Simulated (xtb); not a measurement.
# SnHClOF (SMILES [O][SnH]([F])[Cl]) at 3 levels

We compute a comparison of 3 runs (GFN2-xTB, GFN0-xTB, GFN1-xTB) of SnHClOF. 

The results are computed with xtb 6.7.1.

3 further runs of the same task are left out: 3 set aside as unsound or not needed.

### Step 1. Starting point

SnHClOF has 5 atoms, charge 0, and is taken as a doublet. SMILES: `[O][SnH]([F])[Cl]`. The coordinates come from a PBE0-D4/def2-TZVP relaxation.

Bond lengths: O1–Sn2 1.971 Å, Sn2–F3 1.903 Å, Sn2–Cl4 2.291 Å, Sn2–H5 1.690 Å. Angles: O1–Sn2–F3 106.9°, O1–Sn2–Cl4 106.9°, F3–Sn2–Cl4 105.0°, O1–Sn2–H5 112.1°, F3–Sn2–H5 109.4°, Cl4–Sn2–H5 115.9°.

### Step 2. Energy and gradient at GFN2-xTB (run 1)

Contents of coord:

```
$coord
      1.868183246805      2.376519574329      2.088903258161  o
     -0.071620620123      0.159303912306     -0.190295420750  sn
      2.320394708428     -1.744784130867     -2.084745860687  f
     -2.095139354373     -2.747472812593      2.298284912770  cl
     -1.927709619731      1.817349614053     -2.190570523666  h
$end
```

Command:

```sh
$ xtb --json --chrg 0 -u 1 --gfn 2 --grad -- coord | tee run.log
```

The log of the run:

```text
* xtb version 6.7.1
[...]
          :  # basis functions                  29          :
[...]
          :  # electrons                        25          :
[...]
          :  Hamiltonian                  GFN2-xTB          :
[...]
          :  net charge                          0          :
          :  unpaired electrons                  1          :
[...]
   *** convergence criteria satisfied after 26 iterations ***
[...]
         ::                     SUMMARY                     ::
         :::::::::::::::::::::::::::::::::::::::::::::::::::::
         :: total energy             -15.887104633013 Eh    ::
         :: gradient norm              0.044215927494 Eh/a0 ::
         :: HOMO-LUMO gap              4.370977095122 eV    ::
         ::.................................................::
         :: SCC energy               -15.895559496532 Eh    ::
         :: -> isotropic ES            0.016341903228 Eh    ::
         :: -> anisotropic ES          0.001492010975 Eh    ::
         :: -> anisotropic XC         -0.002791513561 Eh    ::
         :: -> dispersion             -0.002984899656 Eh    ::
         :: repulsion energy           0.008454863519 Eh    ::
         :: add. restraining           0.000000000000 Eh    ::
         :: total charge               0.000000000001 e     ::
         :::::::::::::::::::::::::::::::::::::::::::::::::::::
[...]
        13        1.0821           -0.4788699             -13.0307 (HOMO)
        14                         -0.3182394              -8.6597 (LUMO)
[...]
          | TOTAL ENERGY              -15.887104633013 Eh   |
          | GRADIENT NORM               0.044215927494 Eh/α |
          | HOMO-LUMO GAP               4.370977095122 eV   |
           -------------------------------------------------
[...]
```

Standard error:

```text
normal termination of xtb
```

Wall time 0.026 s (1 thread of Arm Neoverse V1, shared host).

### Step 3. Energy and gradient at GFN0-xTB (run 2)

Contents of geom.xyz:

```xyz
5
ClFHOSn
O      0.98860     1.25760     1.10540
Sn    -0.03790     0.08430    -0.10070
F      1.22790    -0.92330    -1.10320
Cl    -1.10870    -1.45390     1.21620
H     -1.02010     0.96170    -1.15920
```

Command:

```sh
$ xtb --gfn 0 --grad --uhf 1 -- geom.xyz > geom.out
```

The log of the run:

```text
* xtb version 6.7.1
[...]
          :  # basis functions                  30          :
[...]
          :  # electrons                        25          :
[...]
 Zeroth order Hamiltonian       ...        0 min,  0.000 sec ( 15.585%)
[...]
         ::                     SUMMARY                     ::
         :::::::::::::::::::::::::::::::::::::::::::::::::::::
         :: total energy             -14.274002154042 Eh    ::
         :: gradient norm              0.031795404564 Eh/a0 ::
         :: HOMO-LUMO gap              5.369708711123 eV    ::
         ::.................................................::
         :: H0 energy                -14.191148105930 Eh    ::
         :: repulsion energy           0.017750383232 Eh    ::
         :: electrostat energy        -0.099472526169 Eh    ::
         :: -> Gsolv                   0.000000000000 Eh    ::
         ::    -> Gsasa                0.000000000000 Eh    ::
         ::    -> Gshift               0.000000000000 Eh    ::
         :: dispersion energy         -0.001131905174 Eh    ::
         :: short-range corr.         -0.000000000000 Eh    ::
         :: add. restraining           0.000000000000 Eh    ::
         :: total charge               0.000000000000 e     ::
         :::::::::::::::::::::::::::::::::::::::::::::::::::::
[...]
        13        1.3884           -0.4351601             -11.8413 (HOMO)
        14                         -0.2378270              -6.4716 (LUMO)
[...]
          | TOTAL ENERGY              -14.274002154042 Eh   |
          | GRADIENT NORM               0.031795404564 Eh/α |
          | HOMO-LUMO GAP               5.369708711123 eV   |
           -------------------------------------------------
[...]
```

Standard error:

```text
normal termination of xtb
```

Wall time 0.022 s (1 thread of Arm Neoverse V1, shared host).

### Step 4. Energy and forces at GFN1-xTB (run 3)

Contents of xcontrol:

```
$chrg 0
$spin 1
$end
```

coord is that of step 2.

Command:

```sh
$ xtb coord --json --grad --gfn1 --input xcontrol | tee run.log
```

The log of the run:

```text
* xtb version 6.7.1
[...]
          :  # basis functions                  30          :
[...]
          :  # electrons                        25          :
[...]
          :  Hamiltonian                  GFN1-xTB          :
[...]
          :  net charge                          0          :
          :  unpaired electrons                  1          :
[...]
   *** convergence criteria satisfied after 18 iterations ***
[...]
         ::                     SUMMARY                     ::
         :::::::::::::::::::::::::::::::::::::::::::::::::::::
         :: total energy             -17.005176496651 Eh    ::
         :: gradient norm              0.050246850319 Eh/a0 ::
         :: HOMO-LUMO gap              4.762095960965 eV    ::
         ::.................................................::
         :: SCC energy               -17.017156631877 Eh    ::
         :: -> electrostatic           0.061585255777 Eh    ::
         :: repulsion energy           0.013378359911 Eh    ::
         :: dispersion energy         -0.001398224685 Eh    ::
         :: halogen bond corr.         0.000000000000 Eh    ::
         :: add. restraining           0.000000000000 Eh    ::
         :: total charge               0.000000000005 e     ::
         :::::::::::::::::::::::::::::::::::::::::::::::::::::
[...]
        13        1.2559           -0.4998496             -13.6016 (HOMO)
        14                         -0.3248458              -8.8395 (LUMO)
[...]
          | TOTAL ENERGY              -17.005176496651 Eh   |
          | GRADIENT NORM               0.050246850319 Eh/α |
          | HOMO-LUMO GAP               4.762095960965 eV   |
           -------------------------------------------------
[...]
```

Standard error:

```text
normal termination of xtb
```

Run time: 0.021 s. Hardware: 1 thread of Arm Neoverse V1, shared host.

### Step 5. All runs side by side

```
run     level  energy (Eh)  dipole moment (D)  HOMO energy (eV)  LUMO energy (eV)  wall time
  1  GFN2-xTB   -15.887105               4.30            -13.03             -8.66    0.026 s
  2  GFN0-xTB   -14.274002               2.96            -11.84             -6.47    0.022 s
  3  GFN1-xTB   -17.005176               6.42            -13.60             -8.84    0.021 s
```

### Step 6. Results

```
                          quantity         value
               run 3: total energy  -17.00518 Eh
              run 3: dipole moment        6.42 D
run 3: HOMO energy (partly filled)     -13.60 eV
                run 3: LUMO energy      -8.84 eV
          run 3: dispersion energy  -3.67 kJ/mol
   run 3: largest force on an atom    1.840 eV/Å
```

What this shows: The dipole moment (its size) runs from 2.96 D (GFN0-xTB) to 6.42 D (GFN1-xTB). Force-field and semi-empirical energies have zeros of their own, so their totals don't compare. All runs together took 0.069 s, the longest 0.026 s.
